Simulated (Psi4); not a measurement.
# GeH2S2Cl2 (SMILES [SH][Ge]([SH])([Cl])[Cl]): a chain of runs

Wanted: the energy (r2SCAN-D4/def2-TZVPP), then the energy (wB97M-V/def2-TZVPP) of GeH2S2Cl2. 

The calculation is run with Psi4 1.11.

## (1) The structure to begin with

The species is GeH2S2Cl2 (7 atoms), meant as a singlet with charge 0. SMILES: `[SH][Ge]([SH])([Cl])[Cl]`.

Bond lengths: S1–Ge2 2.195 Å, Ge2–S3 2.194 Å, Ge2–Cl4 2.143 Å, Ge2–Cl5 2.143 Å, S1–H6 1.344 Å, S3–H7 1.344 Å. Angles: S1–Ge2–S3 107.3°, S1–Ge2–Cl4 113.4°, S1–Ge2–Cl5 109.0°, S3–Ge2–Cl4 109.0°, S3–Ge2–Cl5 113.4°, Cl4–Ge2–Cl5 105.0°, Ge2–S1–H6 92.6°, Ge2–S3–H7 92.6°.

## (2) The energy at r2SCAN-D4/def2-TZVPP (density fitting) (run 5)

cl2geh2s2.sdf

```

     RDKit          3D

  7  6  0  0  0  0  0  0  0  0999 V2000
   -1.5899    0.4806    1.3512 S   0  0  0  0  0  0  0  0  0  0  0  0
    0.0147   -0.0107   -0.0631 Ge  0  0  0  0  0  4  0  0  0  0  0  0
    1.5463   -1.1220    1.0481 S   0  0  0  0  0  0  0  0  0  0  0  0
   -0.6456   -1.2003   -1.7191 Cl  0  0  0  0  0  0  0  0  0  0  0  0
    0.7479    1.8017   -0.9415 Cl  0  0  0  0  0  0  0  0  0  0  0  0
   -1.9384    1.5836    0.6663 H   0  0  0  0  0  0  0  0  0  0  0  0
    1.9550   -1.7787   -0.0514 H   0  0  0  0  0  0  0  0  0  0  0  0
  2  1  1  0
  3  2  1  0
  4  2  1  0
  5  2  1  0
  6  1  1  0
  7  3  1  0
M  END
$$$$
```

job.py

```python
import psi4
from rdkit import Chem

psi4.set_memory('3300 MB')
psi4.set_num_threads(2)
psi4.core.set_output_file('output.dat', False)

rd = Chem.SDMolSupplier('cl2geh2s2.sdf', removeHs=False, sanitize=False)[0]
xyz = rd.GetConformer().GetPositions()
atoms = '\n'.join(f'{a.GetSymbol()} {x:.4f} {y:.4f} {z:.4f}' for a, (x, y, z) in zip(rd.GetAtoms(), xyz))
mol = psi4.geometry('0 1\n' + atoms + '\nsymmetry c1')

psi4.set_options({
    'basis': 'def2-TZVPP',
    'reference': 'rks',
    'scf_type': 'df',
    'dft_radial_points': 99,
    'dft_spherical_points': 590,
})

e_tot = psi4.energy('r2scan-d4', molecule=mol)
print(f'r2scan-d4 energy: {e_tot:.10f} Eh')
for k, v in sorted(psi4.core.scalar_variables().items()):
    print(f'{k:45s} {v:18.10f}')
```

The run is started by

```
$ python job.py
```

output.dat:

```text
[...]
  Running in c1 symmetry.
[...]
  Nuclear repulsion =  799.569466207588903
[...]
  Multiplicity = 1
[...]
  Nalpha       = 50
  Nbeta        = 50
[...]
    Number of basis functions: 244
[...]
   @DF-RKS iter   1: -3793.36741241511209   -1.37212e+00   1.31217e-02 ADIIS/DIIS
[...]
   @DF-RKS iter  10: -3795.07840428174040   -8.09996e-08   6.34339e-07 DIIS
[...]
    Orbital Energies [Eh]
    ---------------------
    Doubly Occupied:
       1A   -398.239023     2A   -101.197205     3A   -101.197168
       4A    -88.564769     5A    -88.564763     6A    -49.672390
       7A    -44.162412     8A    -44.162112     9A    -44.161923
      10A     -9.374480    11A     -9.374444    12A     -7.879115
      13A     -7.879108    14A     -7.116661    15A     -7.116625
      16A     -7.110429    17A     -7.110392    18A     -7.110263
      19A     -7.110228    20A     -6.242673    21A     -5.823872
      22A     -5.823865    23A     -5.821404    24A     -5.821396
      25A     -5.815877    26A     -5.815870    27A     -4.394565
      28A     -4.393747    29A     -4.392845    30A     -1.207954
      31A     -1.206820    32A     -1.206108    33A     -1.204448
      34A     -1.204339    35A     -0.813842    36A     -0.784460
[...]
  @DF-RKS Final Energy: -3795.07840428174040
   => Energetics <=
    Nuclear Repulsion Energy =            799.5694662075889028
    One-Electron Energy =               -6862.1257462283274435
    Two-Electron Energy =                2455.1915617722352181
    DFT Exchange-Correlation Energy =    -187.7110407649468016
    Empirical Dispersion Energy =          -0.0026452682897653
    VV10 Nonlocal Energy =                  0.0000000000000000
    Total Energy =                      -3795.0784042817404043
[...]
 Multipole Moments:
 ------------------------------------------------------------------------------------
     Multipole            Electronic (a.u.)      Nuclear  (a.u.)        Total (a.u.)
 ------------------------------------------------------------------------------------
 L = 1.  Multiply by 2.5417464519 to convert [e a0] to [Debye]
 Dipole X            :          0.0703735           -0.0717132           -0.0013397
 Dipole Y            :          0.6421223           -0.6705892           -0.0284669
 Dipole Z            :         -2.6440381            2.7660996            0.1220615
 Magnitude           :                                                    0.1253442
[...]
```

Standard output:

```text
r2scan-d4 energy: -3795.0784042817 Eh
CURRENT ENERGY                                  -3795.0784042817
CURRENT REFERENCE ENERGY                        -3795.0784042817
DD SOLVATION ENERGY                                 0.0000000000
DFT FUNCTIONAL TOTAL ENERGY                     -3795.0757590135
DFT TOTAL ENERGY                                -3795.0784042817
DFT VV10 ENERGY                                     0.0000000000
DFT XC ENERGY                                    -187.7110407649
DISPERSION CORRECTION ENERGY                       -0.0026452683
GRID ELECTRONS ALPHA                               50.0000005143
GRID ELECTRONS BETA                                50.0000005143
GRID ELECTRONS TOTAL                              100.0000010286
NUCLEAR REPULSION ENERGY                          799.5694662076
ONE-ELECTRON ENERGY                             -6862.1257462283
PCM POLARIZATION ENERGY                             0.0000000000
PE ENERGY                                           0.0000000000
R2SCAN-D4(BJ,EEQ)ATM DISPERSION CORRECTION ENERGY      -0.0026452683
SCF ITERATION ENERGY                            -3795.0784042817
SCF ITERATIONS                                     10.0000000000
SCF TOTAL ENERGY                                -3795.0784042817
TWO-ELECTRON ENERGY                              2455.1915617722
XC GRID RADIAL POINTS                              99.0000000000
XC GRID SPHERICAL POINTS                          590.0000000000
XC GRID TOTAL POINTS                           379866.0000000000
```

It took 70 s on 2 threads of Intel Xeon Platinum 8259CL at 2.50GHz (Skylake/Cascade Lake), shared host; peak memory 2.7 GiB.

## (3) A single-point energy at wB97M-V/def2-TZVPP (density fitting) (run 8)

job.py

```python
import psi4

psi4.set_memory('3300 MB')
psi4.set_num_threads(2)
psi4.set_output_file('psi4.out', False)

mol = psi4.geometry("""
0 1
S     -3.00449446     0.90816458     2.55332235
Ge     0.02772228    -0.02014448    -0.11920392
S      2.92202681    -2.12021602     1.98062195
Cl    -1.22002608    -2.26831386    -3.24872267
Cl     1.41326948     3.40471956    -1.77919604
H     -3.66298843     2.99255139     1.25918121
H      3.69437678    -3.36116137    -0.09709413
units bohr
symmetry c1
""")

options = {'basis': 'def2-TZVPP', 'scf_type': 'df', 'dft_radial_points': 99, 'dft_spherical_points': 590, 'dft_vv10_postscf': True}
psi4.set_options(options)

e, wfn = psi4.energy("WB97M-V", return_wfn=True)
print(f'total energy {e:.8f} hartree = {e * 27.211386:.5f} eV')
```

The run is started by

```
$ python job.py
```

psi4.out:

```text
[...]
  Running in c1 symmetry.
[...]
  Nuclear repulsion =  799.569564089926416
[...]
  Multiplicity = 1
[...]
  Nalpha       = 50
  Nbeta        = 50
[...]
    Number of basis functions: 244
[...]
   @DF-RKS iter   1: -3794.07069472233115   -2.11407e+00   1.20877e-02 ADIIS/DIIS
[...]
   @DF-RKS iter   8: -3795.40313083934325   -7.90191e-07   9.91497e-07 DIIS
[...]
    Orbital Energies [Eh]
    ---------------------
    Doubly Occupied:
       1A   -399.431471     2A   -101.881522     3A   -101.881468
       4A    -89.215671     5A    -89.215670     6A    -50.155064
       7A    -44.559581     8A    -44.559218     9A    -44.559051
      10A     -9.654862    11A     -9.654807    12A     -8.145797
      13A     -8.145791    14A     -7.357568    15A     -7.357513
      16A     -7.352149    17A     -7.352094    18A     -7.352027
      19A     -7.351973    20A     -6.491678    21A     -6.054952
      22A     -6.054949    23A     -6.052799    24A     -6.052797
      25A     -6.047975    26A     -6.047972    27A     -4.627065
      28A     -4.626153    29A     -4.625374    30A     -1.422591
      31A     -1.421451    32A     -1.420613    33A     -1.419023
      34A     -1.418759    35A     -0.977069    36A     -0.945365
[...]
  @DF-RKS Final Energy: -3794.99535678319535
   => Energetics <=
    Nuclear Repulsion Energy =            799.5695640899264163
    One-Electron Energy =               -6861.5626368091161567
    Two-Electron Energy =                2413.4021719652628235
    DFT Exchange-Correlation Energy =    -146.8128305488618537
    Empirical Dispersion Energy =           0.0000000000000000
    VV10 Nonlocal Energy =                  0.4083745195930692
    Total Energy =                      -3794.9953567831953478
[...]
 Multipole Moments:
 ------------------------------------------------------------------------------------
     Multipole            Electronic (a.u.)      Nuclear  (a.u.)        Total (a.u.)
 ------------------------------------------------------------------------------------
 L = 1.  Multiply by 2.5417464519 to convert [e a0] to [Debye]
 Dipole X            :          0.0695659           -0.0716030           -0.0020371
 Dipole Y            :          0.6375051           -0.6708050           -0.0332999
 Dipole Z            :         -2.6233411            2.7659311            0.1425900
 Magnitude           :                                                    0.1464409
[...]
```

Standard output:

```text
total energy -3794.99535678 hartree = -103267.08352 eV
```

It took 73 s on 2 threads of Intel Xeon Platinum 8259CL at 2.50GHz (Skylake/Cascade Lake), shared host; peak memory 2.7 GiB.

## (4) Outcome

| quantity | value |
| --- | --- |
| run 5, r2SCAN-D4/def2-TZVPP: total energy | -3795.07840 Eh |
| run 5, r2SCAN-D4/def2-TZVPP: dipole moment | 0.32 D |
| run 5, r2SCAN-D4/def2-TZVPP: HOMO energy | -7.22 eV |
| run 5, r2SCAN-D4/def2-TZVPP: LUMO energy | -2.55 eV |
| run 5, r2SCAN-D4/def2-TZVPP: HOMO–LUMO gap | 4.67 eV |
| run 5, r2SCAN-D4/def2-TZVPP: dispersion energy | -6.95 kJ/mol |
| run 8, wB97M-V/def2-TZVPP: total energy | -3794.99536 Eh |
| run 8, wB97M-V/def2-TZVPP: dipole moment | 0.37 D |
| run 8, wB97M-V/def2-TZVPP: HOMO energy | -10.44 eV |
| run 8, wB97M-V/def2-TZVPP: LUMO energy | 0.17 eV |
| run 8, wB97M-V/def2-TZVPP: HOMO–LUMO gap | 10.61 eV |
